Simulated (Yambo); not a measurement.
# ZrC (Fm-3m) in Yambo: notebook, part 2 of 3

Yambo 5.3.0.

**3. G0W0 quasiparticle levels, PBEsol (cell stretched)**

g0w00.in

```
gw0
dyson
el_el_corr
rim_cut
HF_and_locXC
ppa
em1d
RandQpts= 1000000
RandGvec= 50 RL
EXXRLvcs= 82 Ry
VXCRLvcs= 82 Ry
Chimod= "HARTREE"
% BndsRnXp
 1 | 158 |
%
NGsBlkXp= 12 Ry
% LongDrXp
 1 | 1 | 1 |
%
PPAPntXp= 27.21138 eV
% GbndRnge
 1 | 158 |
%
GTermKind= "BG"
DysSolver= "n"
ExtendOut
% QPkrange
 1 | 1 | 4 | 11 |
 7 | 7 | 4 | 11 |
 8 | 8 | 4 | 11 |
%
```

scf.in

```
&CONTROL
  calculation = 'scf'
  prefix = 'pwscf'
  outdir = './tmp'
  pseudo_dir = './pseudo'
/
&SYSTEM
  ibrav = 0
  nat = 2
  ntyp = 2
  ecutwfc = 82
  nbnd = 14
  occupations = 'smearing'
  smearing = 'fd'
  degauss = 0.00367493
  force_symmorphic = .true.
/
&ELECTRONS
  conv_thr = 4d-10
  electron_maxstep = 120
  mixing_beta = 0.5
/
ATOMIC_SPECIES
Zr    91.2240 Zr.upf
C     12.0110 C.upf
CELL_PARAMETERS angstrom
   0.0000000000    2.4264558683    2.4264558683
   2.4264558683    0.0000000000    2.4264558683
   2.4264558683    2.4264558683    0.0000000000
ATOMIC_POSITIONS crystal
Zr     0.5000000000    0.5000000000    0.5000000000
C      0.0000000000    0.0000000000    0.0000000000
K_POINTS automatic
10 10 10 0 0 0
```

nscf.in

```
&CONTROL
  calculation = 'nscf'
  prefix = 'pwscf'
  outdir = './tmp'
  pseudo_dir = './pseudo'
/
&SYSTEM
  ibrav = 0
  nat = 2
  ntyp = 2
  ecutwfc = 82
  nbnd = 158
  occupations = 'smearing'
  smearing = 'fd'
  degauss = 0.00367493
  force_symmorphic = .true.
/
&ELECTRONS
  conv_thr = 1d-08
  diago_full_acc = .true.
  diago_thr_init = 1d-06
/
ATOMIC_SPECIES
Zr    91.2240 Zr.upf
C     12.0110 C.upf
CELL_PARAMETERS angstrom
   0.0000000000    2.4264558683    2.4264558683
   2.4264558683    0.0000000000    2.4264558683
   2.4264558683    2.4264558683    0.0000000000
ATOMIC_POSITIONS crystal
Zr     0.5000000000    0.5000000000    0.5000000000
C      0.0000000000    0.0000000000    0.0000000000
K_POINTS automatic
4 4 4 0 0 0
```

Potentials or basis: PseudoDojo 0.4.1 SR PBEsol standard.

Started as:

```
OMP_NUM_THREADS=1 pw.x -in scf.in > scf.out
OMP_NUM_THREADS=1 pw.x -in nscf.in > nscf.out
cd tmp/pwscf.save; p2y; mv SAVE ../..; cd ../..
OMP_NUM_THREADS=1 yambo
OMP_NUM_THREADS=1 yambo -F g0w00.in -J g0w00 -C g0w00_out
```

Yambo's report:

```text
[... sections 02.01 to 02.04 as in the set-up run ...]

[... 5 lines left out ...]
  [X] Bosonic    Temperature                        :  0.258606E-1   300.100    [eV K]
  [X] Finite Temperature mode                       : yes
  [X] El. density                                   :  0.55998E+24 [cm-3]
  [X] Fermi Level                                   :  13.12569 [eV]

  [X] === Gaps and Widths ===
  [X] Conduction Band Min                           :  13.12569 [eV]
  [X] Valence Band Max                              :  13.12569 [eV]
  [X] Filled Bands                                  :   5
  [X] Metallic Bands                                :   6   9
  [X] Empty Bands                                   :   10  158

  [X] === Metallic Characters ===
  [X] N of el / N of met el                         :  16.00000   5.25046
  [X] Average metallic occ.                         :  0.328154

  [WARNING] [X] Metallic system

 [03] Transferred momenta grid and indexing
 ==========================================

 IBZ Q-points                                      :   8
 BZ  Q-points                                      :   64

 K/Q-points units:
 rlu = crystal or reduced units; cc = cartesian coordinates; iku = interal k-units

[... 294 lines left out ...]
   B=11 Eo=  5.18 E=  5.33 E-Eo=  0.15 Re(Z)=0.61 Im(Z)= -0.09615 nlXC= -9.20828 lXC=-16.22894 So= -6.77176

  [WR./g0w00//ndb.QP]-------------------------------------------------------------
   Lattice constants                                :  4.585337  4.585337  4.585337
   Coulomb cutoff potential                         : none
   Electronic Temperature                           :  300.1000 [K]
   Bosonic    Temperature                           :  300.1000 [K]
   Green`s function   energies                      : Perdew, Burke & Ernzerhof SOL(X)+Perdew, Burke & Ernzerhof SOL(C)
   wavefunctions                                    : Perdew, Burke & Ernzerhof SOL(X)+Perdew, Burke & Ernzerhof SOL(C)
   PPA    diel. fun.  energies                      : Perdew, Burke & Ernzerhof SOL(X)+Perdew, Burke & Ernzerhof SOL(C)
   wavefunctions                                    : Perdew, Burke & Ernzerhof SOL(X)+Perdew, Burke & Ernzerhof SOL(C)
   QP tot states                                    :  24
   GW solver                                        : Newton
   GW approximation                                 : PPA
   PPA imaginary Energy                             :  27.21138 ev
   RIM G`s                                          :   51
   RIM random pts                                   :  1000000
   dS/dw steps                                      :  2
   dS/dw step                                       :  0.100000 ev
   X G`s                                            :  169 used
   X G`s                                            :  169 disk
   X bands                                          :    1  158
   X poles                                          :  100.0000 o/o
   X e/h E range                                    : -1.000000 -1.000000 ev
   X Hxc Kernel                                     : HARTREE
   X BZ energy Double Grid                          : no
   X Optical Averaged directions                    : none
   Sc/G bands                                       :    1  158
   Sc/G damping                                     :  0.100000 ev
   Sc bands terminator                              : yes
   Sc terminator kind                               : BG
   Sc Terminator pole                               :  40.81708
   Sx RL components                                 :  2445

   QP @ state[ 1 ] K range                          :  1  1
   QP @ state[ 1 ] b range                          :   4  11
   QP @ state[ 2 ] K range                          :   7   8
   QP @ state[ 2 ] b range                          :   4  11
   GF energies kind                                 : Perdew, Burke & Ernzerhof SOL(X)+Perdew, Burke & Ernzerhof SOL(C)
   GF WF`s kind                                     : Perdew, Burke & Ernzerhof SOL(X)+Perdew, Burke & Ernzerhof SOL(C)
   Xs energies kind                                 : Perdew, Burke & Ernzerhof SOL(X)+Perdew, Burke & Ernzerhof SOL(C)
   Xs WF`s kind                                     : Perdew, Burke & Ernzerhof SOL(X)+Perdew, Burke & Ernzerhof SOL(C)
```

r_setup:

```text
[02] CORE Variables Setup
 =========================

  [02.01] Unit cells
  ==================

  Cell kind             :  FCC
  Atoms in the cell     :  Zr  C
  number of Zr atoms    :  1
  number of C  atoms    :  1
[... 229 lines left out ...]

  [03.01] X indexes
  =================

   [03.01.01] Sigma indexes
   ========================

   [WR./SAVE//ndb.kindx]-----------------------------------------------------------
    Fragmentation                                    : no
    Polarization last K ( bz)                        :   64
    Polarization last K (ibz)                        :   8
    QP states                                        :   1   8
    X grid is uniform                                : yes
    Grids (string)                                   :  X S
    Grids (int-vector)                               :  1  0  0  1
```

o-g0w00.qp:

```text
# GW solver                                       : Newton
# GW approximation                                : PPA
# PPA imaginary Energy                            :   27.2113800    [ev]
[... 55 lines left out ...]
         8                 10                 3.180193           3.208047           0.027853          -14.52071          -9.184750          -5.299443          -5.308109          -8.455706           0.762927          -0.409131E-3       -14.88564           44.21790
         8                 11                 5.184108           5.330051           0.145943          -16.22894          -9.208284          -6.771760          -6.874711          -16.34631           0.609554          -0.096151          -60.51877           10.87616
#
```

Run time: 11 min. Hardware: 1 thread of Arm Neoverse V1, shared host; peak memory 0.43 GiB.

Results:

```
Band gap on the k mesh, mean-field level : none (metal or under the smearing width)
```

Quasiparticle terms (eV):
| k point | band | Kohn-Sham level | Vxc | Σx | Σc | Z | result |
| --- | --- | --- | --- | --- | --- | --- | --- |
| (0.000, 0.000, 0.000) | 4 | -25.98 | -19.70 | -28.00 | 7.41 | -0.03 | -25.71 |
| (0.000, 0.000, 0.000) | 5 | -10.77 | -13.20 | -20.69 | 7.27 | 0.56 | -10.89 |
| (0.000, 0.000, 0.000) | 6 | 1.11 | -14.29 | -12.40 | -2.26 | 0.76 | 0.83 |
| (0.000, 0.000, 0.000) | 7 | 1.11 | -14.29 | -12.40 | -2.27 | 0.76 | 0.82 |
| (0.000, 0.000, 0.000) | 8 | 1.11 | -14.29 | -12.40 | -2.27 | 0.76 | 0.83 |
| (0.000, 0.000, 0.000) | 9 | 1.19 | -13.86 | -9.02 | -4.74 | 0.78 | 1.27 |
| (0.000, 0.000, 0.000) | 10 | 1.19 | -13.86 | -9.02 | -4.74 | 0.78 | 1.27 |
| (0.000, 0.000, 0.000) | 11 | 1.19 | -13.86 | -9.02 | -4.73 | 0.78 | 1.27 |
| (0.000, -0.500, -0.500) | 4 | -26.19 | -19.52 | -27.95 | 7.22 | 0.09 | -26.27 |
| (0.000, -0.500, -0.500) | 5 | -9.54 | -13.93 | -20.91 | 6.54 | 0.52 | -9.76 |
| (0.000, -0.500, -0.500) | 6 | -2.00 | -13.26 | -16.22 | 2.40 | 0.76 | -2.43 |
| (0.000, -0.500, -0.500) | 7 | -1.36 | -12.47 | -12.04 | -0.58 | 0.79 | -1.48 |
| (0.000, -0.500, -0.500) | 8 | 0.16 | -14.02 | -12.71 | -1.71 | 0.76 | -0.15 |
| (0.000, -0.500, -0.500) | 9 | 0.16 | -14.02 | -12.71 | -1.71 | 0.76 | -0.14 |
| (0.000, -0.500, -0.500) | 10 | 4.14 | -16.13 | -10.47 | -5.33 | 0.77 | 4.40 |
| (0.000, -0.500, -0.500) | 11 | 5.18 | -16.22 | -9.22 | -6.77 | 0.63 | 5.32 |
| (0.250, -0.500, -0.250) | 4 | -26.20 | -19.50 | -27.93 | 7.80 | 0.09 | -26.23 |
| (0.250, -0.500, -0.250) | 5 | -8.98 | -14.20 | -20.94 | 6.22 | 0.62 | -9.30 |
| (0.250, -0.500, -0.250) | 6 | -2.26 | -13.69 | -15.83 | 1.88 | 0.75 | -2.46 |
| (0.250, -0.500, -0.250) | 7 | -2.13 | -13.08 | -15.43 | 1.96 | 0.76 | -2.42 |

Caveat: the k mesh is coarse (spacing up to 0.56 Å⁻¹), so the values aren't converged; the plasmon-pole model is rough for a metal; the ground state has no gap, which makes the many-body step unreliable; this version prints the column dSc/dw multiplied by 27.2; the terminator is approximate in this version, by hundredths of an eV.

**4. Optical spectrum, PBEsol (cell stretched)**

optics1.in

```
optics
chi
Chimod= "HARTREE"
% BndsRnXd
 1 | 33 |
%
NGsBlkXd= 3 Ry
% LongDrXd
 1 | 0 | 0 |
%
% QpntsRXd
 1 | 1 |
%
% EnRngeXd
 0 | 20 | eV
%
% DmRngeXd
 0.1 | 0.1 | eV
%
ETStpsXd= 200
```

scf.in is that of step 3.

nscf.in is that of step 3.

Potentials or basis: PseudoDojo 0.4.1 SR PBEsol standard.

Started as:

```
OMP_NUM_THREADS=1 pw.x -in scf.in > scf.out
OMP_NUM_THREADS=1 pw.x -in nscf.in > nscf.out
cd tmp/pwscf.save; p2y; mv SAVE ../..; cd ../..
OMP_NUM_THREADS=1 yambo
OMP_NUM_THREADS=1 yambo -F optics1.in -J optics1 -C optics1_out
```

Yambo's report:

```text
[... sections 02.01 to 02.04 as in the set-up run ...]

[... 5 lines left out ...]
  [X] Bosonic    Temperature                        :  0.258606E-1   300.100    [eV K]
  [X] Finite Temperature mode                       : yes
  [X] El. density                                   :  0.55998E+24 [cm-3]
  [X] Fermi Level                                   :  13.12569 [eV]

  [X] === Gaps and Widths ===
  [X] Conduction Band Min                           :  13.12569 [eV]
  [X] Valence Band Max                              :  13.12569 [eV]
  [X] Filled Bands                                  :   5
  [X] Metallic Bands                                :   6   9
  [X] Empty Bands                                   :   10  158

  [X] === Metallic Characters ===
  [X] N of el / N of met el                         :  16.00000   5.25046
  [X] Average metallic occ.                         :  0.328154

  [WARNING] [X] Metallic system

 [03] Transferred momenta grid and indexing
 ==========================================

 IBZ Q-points                                      :   8
 BZ  Q-points                                      :   64

 K/Q-points units:
 rlu = crystal or reduced units; cc = cartesian coordinates; iku = interal k-units

 Q [1]          [rlu]:  0.000000  0.000000  0.000000
 Q [2]          [rlu]: -0.10336E-16  0.35423E-17  0.25000
 Q [3]          [rlu]:  0.20671E-16 -0.70845E-17 -0.50000
 Q [4]          [rlu]: -0.70607E-17  0.25000      0.25000
 Q [5]          [rlu]: -0.39979E-16  0.25000      0.50000
 Q [6]          [rlu]: -0.70845E-17  0.25000     -0.25000
 Q [7]          [rlu]:  0.14121E-16 -0.50000     -0.50000
 Q [8]          [rlu]:  0.250000 -0.500000 -0.250000

 [WARNING] [Xd] User bands 1-33 break level degeneracy

 [04] Dipoles
 ============

  [04.01] Setup: observables and procedures
  =========================================

  [WF-Oscillators/G space/Transverse up loader] Normalization (few states)  min/max  :  0.27097E-16   1.0000

  [WR./optics1//ndb.dipoles]------------------------------------------------------
   Brillouin Zone Q/K grids (IBZ/BZ)                :    8   64    8   64
   RL vectors                                       :  3119 [WF]
   Fragmentation                                    : yes
   Electronic Temperature                           :  300.1000 [K]
   Bosonic    Temperature                           :  300.1000 [K]
   DIP band range                                   :    1   33
   DIP band range limits                            :   9   6
   DIP e/h energy range                             : -1.000000 -1.000000 [eV]
   RL vectors in the sum                            :  3119
   [r,Vnl] included                                 : yes
   Bands ordered                                    : yes
   Direct v evaluation                              : no
   Approach used                                    : G-space v
   Dipoles computed                                 : R V P [G-space]
   Wavefunctions                                    : Perdew, Burke & Ernzerhof SOL(X)+Perdew, Burke & Ernzerhof SOL(C)

  [WARNING] [r,Vnl^pseudo] included in position and velocity dipoles.

  [WARNING] In case H contains other non local terms, these are neglected

 [05] Optics
 ===========

 [X-CG] R(p) Tot o/o(of R):   1025  13100    100

 [WARNING] The system is a metal but Drude term not included.
```

Run time: 63 s. Hardware: 1 thread of Arm Neoverse V1, shared host; peak memory 0.27 GiB.

What came out:

| Property | Result |
| --- | --- |
| Band gap on the k mesh, mean-field level | none (metal or under the smearing width) |

Dielectric function (along the field direction of the input):
```csv
energy (eV),real part,imaginary part
0.30,15.13,2.03
1.31,28.65,6.65
2.31,15.00,1.78
3.32,4.64,15.05
4.42,-6.82,4.01
5.43,-1.36,6.81
6.43,-1.33,3.34
7.54,-7.14,10.35
8.54,-2.60,11.28
9.55,-1.05,7.18
10.65,-1.14,1.89
11.66,-2.15,2.38
12.66,-0.54,0.33
13.77,1.33,1.60
14.77,1.02,1.45
15.78,-0.87,0.52
16.88,-0.91,0.60
17.89,0.10,1.82
18.89,0.15,0.40
20.00,0.07,0.39
```

Caveat: the k mesh is coarse (spacing up to 0.56 Å⁻¹), so the values aren't converged; the intraband (Drude) term of the metal is left out; the ground state has no gap, which makes the many-body step unreliable; spectra need much finer meshes, so this one isn't converged; these spectra lack excitons.

**5. Optical spectrum by the Bethe-Salpeter equation, PBEsol (cell stretched)**

bse2.in

```
optics
bse
bss
rim_cut
em1s
RandQpts= 1000000
RandGvec= 50 RL
Chimod= "HARTREE"
% BndsRnXs
 1 | 33 |
%
NGsBlkXs= 5 Ry
% LongDrXs
 1 | 0 | 0 |
%
BSKmod= "SEX"
BSEmod= "retarded"
BSSmod= "d"
% BSEQptR
 1 | 1 |
%
% BSEBands
 4 | 11 |
%
BSENGexx= 20 Ry
BSENGBlk= 5 Ry
% BEnRange
 0 | 20 | eV
%
% BDmRange
 0.1 | 0.1 | eV
%
BEnSteps= 200
% BLongDir
 1 | 0 | 0 |
%
BSEprop= "abs"
WRbsWF
```

scf.in is that of step 4.

nscf.in is that of step 4.

Potentials or basis: PseudoDojo 0.4.1 SR PBEsol standard.

Started as:

```
OMP_NUM_THREADS=1 pw.x -in scf.in > scf.out
OMP_NUM_THREADS=1 pw.x -in nscf.in > nscf.out
cd tmp/pwscf.save; p2y; mv SAVE ../..; cd ../..
OMP_NUM_THREADS=1 yambo
mkdir -p bse2; ln -s $PWD/g0w00/ndb.RIM bse2/
OMP_NUM_THREADS=1 yambo -F bse2.in -J bse2 -C bse2_out
OMP_NUM_THREADS=1 ypp -J bse2 -C bse2_out -e s -b 1
```

Yambo's report:

```text
[... sections 02.01 to 02.04 as in the set-up run ...]

[... 5 lines left out ...]
  [X] Bosonic    Temperature                        :  0.258606E-1   300.100    [eV K]
  [X] Finite Temperature mode                       : yes
  [X] El. density                                   :  0.55998E+24 [cm-3]
  [X] Fermi Level                                   :  13.12569 [eV]

  [X] === Gaps and Widths ===
  [X] Conduction Band Min                           :  13.12569 [eV]
  [X] Valence Band Max                              :  13.12569 [eV]
  [X] Filled Bands                                  :   5
  [X] Metallic Bands                                :   6   9
  [X] Empty Bands                                   :   10  158

  [X] === Metallic Characters ===
  [X] N of el / N of met el                         :  16.00000   5.25046
  [X] Average metallic occ.                         :  0.328154

  [WARNING] [X] Metallic system

 [03] Transferred momenta grid and indexing
 ==========================================
[... 215 lines left out ...]
    [K] Bands                                        :   4  11
    [K] Exchange                                     : yes [res]
    [K] Correlation                                  : yes [res]
    [K] Kernel`s coupling                            : no
    [K] Exchange                                     : no [cpl]
    [K] Correlation                                  : no [cpl]
    [K] W interaction is bare                        : no
    [K] ALDA kernel in R-space                       : no
    [K] RL vectors                                   :  307 [exchange]
    [K] RL vectors                                   :   51 [correlation]
    [K] E/h energy range                             : -1.000000 -1.000000 [eV]
    [K] Coupling range                               :  100.0000  100.0000 [o/o]
    [W] Interaction is diagonal                      : no
    [W] Matrix size                                  :   51
    [W] Bands                                        :    1   33
    [W] e/h energy range                             : -1.000000 -1.000000 [eV]
    [W] Poles                                        :  100.0000 [o/o]
    [W] RL vectors in the sum                        :  3119
    [W] [r,Vnl] included                             : yes
    [W] Field direction                              :  0.100000E-4   0.00000      0.00000
    [W] Coulomb Cutoff                               : none
    [W] Hxc Kernel                                   : HARTREE
    [RIM] RL components                              :   51 [col]
    [RIM] Random points                              :  1000000 [col]
    [SOC] Perturbative SOC                           : no
    [K] Kernel long-range exchange                   : BAR
    [BSS] Eigenstates included                       : yes
    [BSS] Field direction                            :  0.100000E-4   0.00000      0.00000
    [BSS] Eigenstates computed                       :  1002
    [BSS] Number of BSE matrices                     :  1
```

Run time: 88 s. Hardware: 1 thread of Arm Neoverse V1, shared host; peak memory 0.27 GiB.

What came out:

* Band gap on the k mesh, mean-field level: none (metal or under the smearing width)

Dielectric function (along the field direction of the input):
```csv
energy (eV),real part,imaginary part
0.30,13.65,2.07
1.31,31.26,14.83
2.31,14.89,2.04
3.32,11.84,18.51
4.42,-6.88,3.24
5.43,-6.88,4.13
6.43,-0.70,2.24
7.54,-3.67,1.00
8.54,-2.16,0.21
9.55,-0.90,0.13
10.65,-0.92,0.62
11.66,0.01,0.08
12.66,0.19,0.19
13.77,0.29,0.54
14.77,0.03,0.04
15.78,0.26,0.02
16.88,0.40,0.01
17.89,0.49,0.01
18.89,0.57,0.01
20.00,0.63,0.01
```

Caveat: the k mesh is coarse (spacing up to 0.56 Å⁻¹), so the values aren't converged; the intraband (Drude) term of the metal is left out; the ground state has no gap, which makes the many-body step unreliable; the transitions start from uncorrected Kohn-Sham levels, so peaks lie too low; exciton energies and binding change strongly with the k mesh and aren't converged on this one; spectra need much finer meshes, so this one isn't converged.

(Continued in part 3 of 3.)
